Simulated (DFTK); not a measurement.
# TaAl3 (I4/mmm) in DFTK: reference runs

Aim: a first look at TaAl3 with PBEsol, on the cell as given.

All numbers are computed with DFTK 0.8.2; they aren't measurements. Logs are shortened: lines on timing, memory, paths and dates and some standing lists are left out, and cuts for length are marked.

### 1 The crystal as given

It takes space group I4/mmm (No. 139, tetragonal). The conventional cell has a = 3.841 Å, b = 3.841 Å, c = 8.540 Å, α = 90.00°, β = 90.00°, γ = 90.00°. Around Ta (site symmetry 4/mmm) lie 12 Al at 2.72 to 2.87 Å. Around Al (site symmetry -4m2) lie 8 Al at 2.72 to 2.87 Å and 4 Ta at 2.87 Å. Around Al (site symmetry 4/mmm) lie 4 Ta at 2.72 Å and 8 Al at 2.87 Å.

### 2 Single point, PBEsol

Contents of run.jl:

```julia
using DFTK
using PseudoPotentialData
using Unitful, UnitfulAtomic
using LinearAlgebra, Printf
include("save.jl")
disable_threading()

# lattice vectors are the columns
lattice = austrip(1u"Å") * [       -1.9206         1.9206         1.9206;
                   1.9206        -1.9206         1.9206;
                   4.2701         4.2701        -4.2701]
symbols   = [:Ta, :Al, :Al, :Al]
positions = [[0.5, 0.5, 0.0],
             [0.25, 0.75, 0.5],
             [0.75, 0.25, 0.5],
             [0.0, 0.0, 0.0]]
pseudopotentials = PseudoFamily("dojo.nc.sr.pbesol.v0_4_1.standard.upf")
elements = Dict(s => ElementPsp(s, pseudopotentials) for s in unique(symbols))
atoms    = [elements[s] for s in symbols]

build_model(lattice, positions; symmetries=true) =
    model_DFT(lattice, atoms, positions;
              functionals=PBEsol(),
              temperature=austrip(0.05u"eV"),
              smearing=Smearing.FermiDirac(),
              symmetries)
Ecut  = 35.0  # hartree
kgrid = [10, 10, 10]
tol   = 1e-6
to_GPa = ustrip(uconvert(u"GPa", 1u"hartree/bohr^3"))

model = build_model(lattice, positions)
basis = PlaneWaveBasis(model; Ecut, kgrid)
display(basis)
scfres = self_consistent_field(basis;
                               tol,
                               nbandsalg=AdaptiveBands(model; n_bands_converge=16))
display(scfres.energies)
@printf "Fermi level: %.6f eV\n" ustrip(auconvert(u"eV", something(scfres.εF, NaN)))
forces = compute_forces_cart(scfres)
println("Forces (eV/Å)")
for (s, f) in zip(symbols, forces)
    @printf "%-3s %12.6f %12.6f %12.6f\n" s ustrip.(auconvert.(u"eV/Å", f))...
end
stress = compute_stresses_cart(scfres)
println("Stress (GPa)")
display(round.(stress * to_GPa; digits=4))
println("Levels at the first k-point (eV): ", round.(ustrip.(auconvert.(u"eV", scfres.eigenvalues[1][1:scfres.n_bands_converge])); digits=4))
save_scf!(scfres; forces, stress)
```

Potentials or basis: dojo.nc.sr.pbesol.v0_4_1.standard.upf (PBEsol).

Started as:

```
$ julia --threads=1 run.jl  # save.jl only writes the numbers to a file and isn't shown; printed stress counts tension as positive; times include loading and compiling
```

Output:

```text
PlaneWaveBasis discretization:

    Ecut                 : 35.0 Ha
    fft_size             : (54, 54, 54), 157464 total points
    kgrid                : MonkhorstPack([10, 10, 10])
    num.   red. kpoints  : 1000
    num. irred. kpoints  : 102

    Discretized Model(gga_x_pbe_sol+gga_c_pbe_sol, 3D):
        lattice (in Bohr)    : [-3.62941  , 3.62941   , 3.62941   ]
                               [3.62941   , -3.62941  , 3.62941   ]
                               [8.06932   , 8.06932   , -8.06932  ]
        unit cell volume     : 425.18 Bohr³

        atoms                : Al₃Ta
        pseudopot. family    : PseudoFamily("dojo.nc.sr.pbesol.v0_4_1.standard.upf")

        num. electrons       : 22
        spin polarization    : none
        temperature          : 0.0018375 Ha
        smearing             : DFTK.Smearing.FermiDirac()

        terms                : Kinetic()
                               AtomicLocal()
                               AtomicNonlocal()
                               Ewald(nothing)
                               PspCorrection()
                               Hartree()
                               Xc(gga_x_pbe_sol, gga_c_pbe_sol)
                               Entropy()
n     Energy            log10(ΔE)   log10(Δρ)   Diag   Δtime
---   ---------------   ---------   ---------   ----   ------
  1   -72.05649859716                   -0.85    5.9    58.0s
  2   -72.08142365794       -1.60       -1.17    1.4    27.5s
  3   -72.08843711974       -2.15       -1.91    3.9    47.8s
  4   -72.08858719789       -3.82       -2.73    1.8    30.8s
  5   -72.08859455509       -5.13       -2.97    3.3    49.3s
  6   -72.08859730707       -5.56       -3.91    2.0    37.0s
  7   -72.08859736778       -7.22       -4.55    4.2    42.4s
  8   -72.08859736852       -9.13       -5.25    2.4    40.9s
  9   -72.08859736858      -10.24       -5.89    3.5    42.1s
 10   -72.08859736858      -11.90       -6.46    2.4    33.3s
Energy breakdown (in Ha):
    Kinetic             19.8962259
    AtomicLocal         -47.1052632
    AtomicNonlocal      5.7883397
    Ewald               -48.1542248
    PspCorrection       1.2295810
    Hartree             14.2967198
    Xc                  -18.0397559
    Entropy             -0.0002199

    total               -72.088597368580
Fermi level: 10.126177 eV
Forces (eV/Å)
Ta      0.000000    -0.000000    -0.000000
Al     -0.000000    -0.000000    -0.000000
Al      0.000000     0.000000     0.000000
Al      0.000000    -0.000000    -0.000000
Stress (GPa)
3×3 StaticArraysCore.SMatrix{3, 3, Float64, 9} with indices SOneTo(3)×SOneTo(3):
  1.4302  0.0     -0.0
  0.0     1.4302   0.0
 -0.0     0.0      1.7251
Levels at the first k-point (eV): [-57.5516, -24.128, -24.128, -23.9558, -0.8107, 6.0983, 7.1095, 7.2541, 7.8819, 7.8819, 10.282, 11.4181, 11.4181, 11.839, 12.084, 14.4471]
```

Run time: 15 min. Hardware: 1 thread of Intel Xeon Platinum 8375C at 2.90GHz (Ice Lake), shared host; peak memory 4.2 GiB.

Results:

```
Free energy            : -1961.6307 eV
Pressure               : -1.5 GPa
Band gap on the k mesh : none (metal or under the smearing width)
```

Levels at points of the mesh, in eV from the Fermi level:
```tsv
k point	band 8	band 9	band 10	band 11	band 12	band 13	band 14	band 15
(0.00, 0.00, 0.00)	-2.87	-2.24	-2.24	0.16	1.29	1.29	1.71	1.96
(-0.50, 0.00, 0.00)	-3.30	-2.26	-1.34	-0.33	1.58	1.61	2.54	3.06
(-0.50, -0.50, 0.00)	-4.19	-3.43	-3.07	-2.16	1.08	2.07	2.42	2.73
(-0.50, -0.50, -0.50)	-1.38	-1.38	-1.31	-0.04	-0.04	0.35	2.87	5.24
```

Spin-orbit coupling is left out, which matters for the levels of Ta.
